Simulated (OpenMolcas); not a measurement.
# triplet SnSiH6O: levels of theory compared

Wanted: a comparison of 6 runs (UHF/3-21G, U-revPBE/def2-SVP, UBLYP/def2-SVP, UPBE/def2-SVP, USVWN5/def2-SVP, ROMP2/def2-SVP) of triplet SnSiH6O. 

The results are computed with OpenMolcas 26.06.

## (1) Starting point

The species is SnSiH6O (9 atoms), meant as a triplet with charge 0. SMILES of the parent species: `[SiH3][O][SnH3]`. The shape is that of a PBE0-D4/def2-TZVP optimisation. That shape belongs to the parent species and isn't relaxed for this state.

Bond lengths: Si1–O2 1.627 Å, O2–Sn3 1.963 Å, Si1–H4 1.492 Å, Si1–H5 1.486 Å, Si1–H6 1.492 Å, Sn3–H7 1.699 Å, Sn3–H8 1.705 Å, Sn3–H9 1.705 Å. Some angles: Si1–O2–Sn3 136.6°, O2–Si1–H4 111.4°, O2–Si1–H5 109.0°, O2–Si1–H6 111.4°, O2–Sn3–H7 103.7°, O2–Sn3–H8 106.7°, O2–Sn3–H9 106.7°, H4–Si1–H5 108.8°, H4–Si1–H6 107.4°, H5–Si1–H6 108.8°.

## (2) The energy at UHF/3-21G (run 1)

The input, test.input:

```
* H6OSiSn Hartree-Fock

&GATEWAY
 BasLib=$CurrDir
 BasisSet
 Si.3-21G....
 Si1 -0.707500 1.106300 -0.961800 angstrom
 End of Basis
 BasisSet
 O.3-21G....
 O2 0.549600 0.232700 -0.411000 angstrom
 End of Basis
 BasisSet
 Sn.3-21G....
 Sn3 0.837100 -1.145700 0.956400 angstrom
 End of Basis
 BasisSet
 H.3-21G....
 H4 -1.786000 0.228100 -1.502000 angstrom
 H5 -0.233000 2.004100 -2.046400 angstrom
 H6 -1.309600 1.937400 0.121200 angstrom
 H7 2.493700 -1.499800 0.829900 angstrom
 H8 -0.166000 -2.460900 0.544700 angstrom
 H9 0.410100 -0.448400 2.452000 angstrom
 End of Basis

&SEWARD

&SCF
 UHF
 Spin=3
 Thresholds=1e-10 1e-07 1e-07 1e-05
 PrOrbitals=1 1
```

The basis set 3-21G is read from a file made from the Basis Set Exchange's data (not shown).

On the command line:

```sh
$ export MOLCAS_MEM=1860
$ pymolcas test.input > test.log
```

What it wrote:

```text
--- Start Module: gateway ---
[...]
--- Stop Module: gateway /rc=_RC_ALL_IS_WELL_ ---
--- Start Module: seward ---
[...]
      Basis functions           65
--- Stop Module: seward /rc=_RC_ALL_IS_WELL_ ---
[...]
--- Start Module: scf ---
[...]
       Convergence after  74 Iterations
[...]
::    Total SCF energy                              -6361.4155991133
[...]
      Total spin, S                                     1.0034318679
[...]
      Total electronic charge=   78.000000
      Total            charge=   -0.000000
[...]
      Dipole Moment (debye):
      Origin of the operator (angstrom)=    0.5224   -0.6058    0.4802
                   X= -1.2619E+00               Y=  1.8842E+00               Z= -1.6132E+00           Total=  2.7830E+00
      Quadrupole Moment (debye*angstrom):
[...]
--- Stop Module: scf /rc=_RC_ALL_IS_WELL_ ---
[...]
```

Wall time 13 s (1 thread of Intel Xeon Platinum 8259CL at 2.50GHz (Skylake/Cascade Lake), shared host); peak memory 0.4 GiB.

## (3) A single-point energy at U-revPBE/def2-SVP (core potential) (run 2)

The input, job.input:

```
* H6OSiSn Kohn-Sham DFT

&GATEWAY
 BasLib
 $CurrDir
 Coord
 9
 angstrom
 Si      -0.707500       1.106300      -0.961800
 O        0.549600       0.232700      -0.411000
 Sn       0.837100      -1.145700       0.956400
 H       -1.786000       0.228100      -1.502000
 H       -0.233000       2.004100      -2.046400
 H       -1.309600       1.937400       0.121200
 H        2.493700      -1.499800       0.829900
 H       -0.166000      -2.460900       0.544700
 H        0.410100      -0.448400       2.452000
 Basis
 def2-SVP
 Group
 NoSym

&SEWARD
 GridInput
 Grid=UltraFine
 End of Grid

&SCF
 UHF
 Spin
 3
 KSDFT
 revPBE
 Thresholds
 1e-10 1e-07 1e-07 1e-05
 PrOrbitals
 1
```

The basis set def2-SVP is read from a file made from the Basis Set Exchange's data (not shown).

On the command line:

```sh
$ export MOLCAS_MEM=1860
$ pymolcas job.input > job.log
```

What it wrote:

```text
--- Start Module: gateway ---
[...]
--- Stop Module: gateway /rc=_RC_ALL_IS_WELL_ ---
--- Start Module: seward ---
[...]
      Basis functions           88
--- Stop Module: seward /rc=_RC_ALL_IS_WELL_ ---
[...]
--- Start Module: scf ---
[...]
       Convergence after  28 Iterations
[...]
::    Total KS-DFT energy                            -582.2246375727
[...]
      Total spin, S                                     1.0010956256
[...]
      Total electronic charge=   50.000000
      Total            charge=   -0.000000
[...]
      Dipole Moment (debye):
      Origin of the operator (angstrom)=    0.5224   -0.6058    0.4802
                   X= -1.2305E+00               Y=  4.7304E-01               Z= -1.2945E-01           Total=  1.3246E+00
      Quadrupole Moment (debye*angstrom):
[...]
--- Stop Module: scf /rc=_RC_ALL_IS_WELL_ ---
[...]
```

It took 81 s on 1 thread of Intel Xeon Platinum 8259CL at 2.50GHz (Skylake/Cascade Lake), shared host; peak memory 0.48 GiB.

Runs 3 to 5 aren't shown in full; the table further down has their settings and results.

## (4) A single-point energy at ROMP2/def2-SVP (core potential) (run 6)

The input, input.xyz:

```xyz
9

Si    -0.707500     1.106300    -0.961800
O      0.549600     0.232700    -0.411000
Sn     0.837100    -1.145700     0.956400
H     -1.786000     0.228100    -1.502000
H     -0.233000     2.004100    -2.046400
H     -1.309600     1.937400     0.121200
H      2.493700    -1.499800     0.829900
H     -0.166000    -2.460900     0.544700
H      0.410100    -0.448400     2.452000
```

The input, run.inp:

```
* H6OSiSn ROMP2
&GATEWAY
BasLib=$CurrDir
Coord=input.xyz
Basis=def2-SVP
Group=NoSym
&SEWARD
&SCF
UHF
Spin=3
Thresholds=1e-10 1e-07 1e-07 1e-05
PrOrbitals=1
&RASSCF
FileOrb=$Project.UnaOrb
Spin=3
Nactel=2 0 0
Inactive=24
Ras2=2
OutOrbitals=Canonical
OrbListing=Few
&CASPT2
IPEA=0.0
Frozen=10
```

The basis set def2-SVP is read from a file made from the Basis Set Exchange's data (not shown).

On the command line:

```sh
$ export MOLCAS_MEM=1860
$ pymolcas run.inp > run.log
```

What it wrote:

```text
--- Start Module: gateway ---
[...]
--- Stop Module: gateway /rc=_RC_ALL_IS_WELL_ ---
[...]
      Basis functions           88
[...]
       Convergence after  38 Iterations
[...]
::    Total SCF energy                               -580.2768477034
[...]
      Total spin, S                                     1.0045430099
[...]
--- Start Module: rasscf ---
[...]
      Number of active orbitals                  2
[...]
      Spin quantum number                      1.0
[...]
      Active orbitals                            2
[...]
      Number of CSFs                             1
[...]
      Number of root(s) required                 1
[...]
      Convergence after 13 iterations
[...]
      printout of CI-coefficients larger than  0.05 for root  1
      energy=    -580.270867
      conf/sym  11     Coeff  Weight
             1  uu   1.00000 1.00000
      Natural orbitals and occupation numbers for root  1
      sym 1:   1.000000   1.000000
      ************************************************************************************************************************
      *                                                    Final results                                                     *
[...]
::    RASSCF root number  1 Total energy:   -580.27086664
[...]
      Total electronic charge=   50.000000
      Total            charge=   -0.000000
[...]
      Dipole Moment (debye):
      Origin of the operator (angstrom)=    0.5224   -0.6058    0.4802
                   X= -1.1586E+00               Y=  2.0695E+00               Z= -1.8385E+00           Total=  3.0009E+00
      Quadrupole Moment (debye*angstrom):
[...]
--- Stop Module: rasscf /rc=_RC_ALL_IS_WELL_ ---
[...]
--- Start Module: caspt2 ---
[...]
 ###    WARNING: User changed nr of frozen orbitals.                         ###
 ###############################################################################
[...]
      E2 (Variational):          -0.3909016705
      Total energy:            -580.6617683104
[...]
      Reference weight:           0.86656
[...]
::    CASPT2 Root  1     Total energy:   -580.66176831
[...]
--- Stop Module: caspt2 /rc=_RC_ALL_IS_WELL_ ---
[...]
```

Run time: 28 s. Hardware: 1 thread of Intel Xeon Platinum 8259CL at 2.50GHz (Skylake/Cascade Lake), shared host; peak memory 0.48 GiB.

## (5) All runs side by side

```tsv
run	level	integration grid	frozen core orbitals	energy (Eh)	dipole moment (D)	HOMO energy (eV)	⟨S²⟩	wall time
1	UHF/3-21G	–	–	-6361.415599	2.78	-3.81	2.010	13 s
2	U-revPBE/def2-SVP (core potential)	UltraFine	–	-582.224638	1.32	-1.79	2.003	81 s
3	UBLYP/def2-SVP (core potential)	UltraFine	–	-582.181729	1.35	-1.59	2.004	89 s
4	UPBE/def2-SVP (core potential)	UltraFine	–	-582.020386	1.34	-1.85	2.003	93 s
5	USVWN5/def2-SVP (core potential)	UltraFine	–	-580.189544	1.41	-1.96	2.002	57 s
6	ROMP2/def2-SVP (core potential)	–	10	-580.661768	–	–	–	28 s
```

## (6) Summary of results

| quantity | value |
| --- | --- |
| run 6: total energy | -580.66177 Eh |

Over runs 1, 2, 3, 4, 5 the dipole moment (its size) runs from 1.32 D (U-revPBE/def2-SVP) to 2.78 D (UHF/3-21G). The two ends differ in method and basis and core potential. Totals of different functionals can't be ranked against each other. Some runs of one species differ in core potentials or relativity; totals across that change don't compare. In run 1 relativity is left out where basis or elements ask for it. All runs together took 6 min, the longest 93 s.
